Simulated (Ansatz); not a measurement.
# Ge3Te2Pt: the cost of one run

Method: DFT PBE, scalar-relativistic, plane waves, PAW, in Ansatz 0.2.0.

1 further run of the same task is left out (it didn't finish).

### Step 1. The structure to begin with

It takes space group P4/mmm (No. 123, tetragonal). Conventional cell: a = 3.663 Å, b = 3.663 Å, c = 12.246 Å, α = 90.00°, β = 90.00°, γ = 90.00°. Ge (site symmetry 4/mmm) is surrounded by 8 Te at 3.19 Å and 6 Ge at 3.50 to 3.66 Å. Ge (site symmetry 4mm) has 4 Te at 3.06 Å and 1 Ge at 3.50 Å as nearest neighbours. Te (site symmetry 4mm) is surrounded by 8 Ge at 3.06 to 3.19 Å. Pt (site symmetry 4/mmm) has 4 Pt at 3.66 Å and 8 Ge at 3.69 Å as nearest neighbours.

As a file:

```cif
data_structure
_symmetry_space_group_name_H-M 'P4/mmm'
_symmetry_Int_Tables_number 123
_cell_length_a 3.6633
_cell_length_b 3.6633
_cell_length_c 12.2456
_cell_angle_alpha 90.000
_cell_angle_beta 90.000
_cell_angle_gamma 90.000
_cell_volume 164.33
loop_
_atom_site_label
_atom_site_type_symbol
_atom_site_symmetry_multiplicity
_atom_site_Wyckoff_symbol
_atom_site_fract_x
_atom_site_fract_y
_atom_site_fract_z
_atom_site_occupancy
Ge1 Ge 1 a 0.00000 0.00000 0.00000 1
Ge2 Ge 2 g 0.00000 0.00000 0.71455 1
Te1 Te 2 h 0.50000 0.50000 0.84736 1
Pt1 Pt 1 d 0.50000 0.50000 0.50000 1
```

The cell is invented: species swapped into a database cell of MgSc3Ru2 (P4/mmm, No. 123), with Pt on the Mg sites, Ge on the Sc sites and Te on the Ru sites. The dimensions are guesses.

### Step 2. Probe: one point on a coarse mesh

File input.yaml:

```yaml
crystal:
  lattice:
    - [3.66325962, 0.0, 0.0]
    - [0.0, 3.66325962, 0.0]
    - [0.0, 0.0, 12.24557181]
  atoms:
    - { symbol: Ge, position: [0.0, 0.0, 0.0] }
    - { symbol: Ge, position: [0.0, 0.0, 0.71455228] }
    - { symbol: Ge, position: [0.0, 0.0, 0.28544772] }
    - { symbol: Te, position: [0.5, 0.5, 0.84736025] }
    - { symbol: Te, position: [0.5, 0.5, 0.15263975] }
    - { symbol: Pt, position: [0.5, 0.5, 0.5] }
basis:
  ecutwfc: 420
kpoints:
  mp_grid: { grid: [6, 6, 2] }
hamiltonian:
  xc: pbe
scf:
  occupations: { method: gaussian, width: 0.1 }
  lower_state_search: "off"
output:
  forces: true
  stress: true
  eigenvalues: true
```

On the command line:

```sh
$ ansatz run input.yaml --threads 1 --pin off --max-ram 2560MiB --backend cpu --events-out ev --progress --plain --runs-dir out
```

**Question.** How long does this run take on 1 thread of Intel Xeon Platinum 8375C at 2.90GHz (Ice Lake), shared host, and how much memory does it need?

About 8.2 s, with a peak of 0.52 GiB.
